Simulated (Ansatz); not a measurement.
HLiS, SMILES [Li][SH]: an atomisation energy, run with Ansatz's Python interface.

Script `hlis.py`:
```python
"""Energy to split HLiS into its atoms."""

from collections import Counter

import ansatz as az

BASIS = "aug-cc-pVDZ"
FUNCTIONAL = "CAM-B3LYP"


def total_energy(molecule, charge=0, unpaired=0):
    calc = molecule.calculation().basis(gaussian=BASIS).functional(FUNCTIONAL)
    if charge:
        calc = calc.charge(charge)
    if unpaired:
        calc = calc.spin("collinear", total=unpaired)
    return calc.run().report["free_energy_ev"]

geometry_ang = [
    ("Li", (1.1283, -1.1527, 0.4839)),
    ("S", (-0.7787, -0.0973, -0.4338)),
    ("H", (-0.3605, 1.1852, -0.0634)),
]
system = az.Crystal.molecule()
for symbol, xyz in geometry_ang:
    system = system.atom(symbol, xyz)

# unpaired electrons of the ground-state atoms
unpaired = {"Li": 1, "S": 2, "H": 1}
counts = Counter(site.symbol for site in system.cartesian_sites)
atom_energy = {s: total_energy(az.Crystal.molecule().atom(s, (0, 0, 0)), 0, unpaired[s]) for s in counts}
whole = total_energy(system, 0, 0)
for s, e in atom_energy.items():
    print(f"{s:2s} x{counts[s]}  {e:14.5f} eV")
print(f"HLiS: {whole:.5f} eV")
split = sum(counts[s] * e for s, e in atom_energy.items()) - whole
print(f"atomisation energy (no zero-point term): {23.060548 * split:.1f} kcal/mol, {split / sum(counts.values()):.3f} eV an atom")
```

What does it cost to take this molecule apart into atoms?

159.7 kcal/mol from the electronic energies, without the zero-point term.

The run itself:

```console
$ python hlis.py
Li x1      -203.26381 eV
S  x1    -10833.45698 eV
H  x1       -13.55985 eV
HLiS: -11057.20721 eV
atomisation energy (no zero-point term): 159.7 kcal/mol, 2.309 eV an atom
```

Caveats:
- Total energies depend on the basis set; only differences at equal settings carry meaning.
- The geometry is a force-field or estimated start, not a minimum of this method, and the basis set is short of its limit. All parts are taken at fixed geometry, without zero-point energy.
- For Al to Cl the sets with a tight d function, cc-pV(X+d)Z, are usual.
- Hardware and time: 1 s on 1 thread of AMD EPYC 9R45 96-Core Processor (Zen 5), with other jobs on the host, peak memory 0.18 GiB.

(Lines on the test bed's own set-up are left out of the output.)
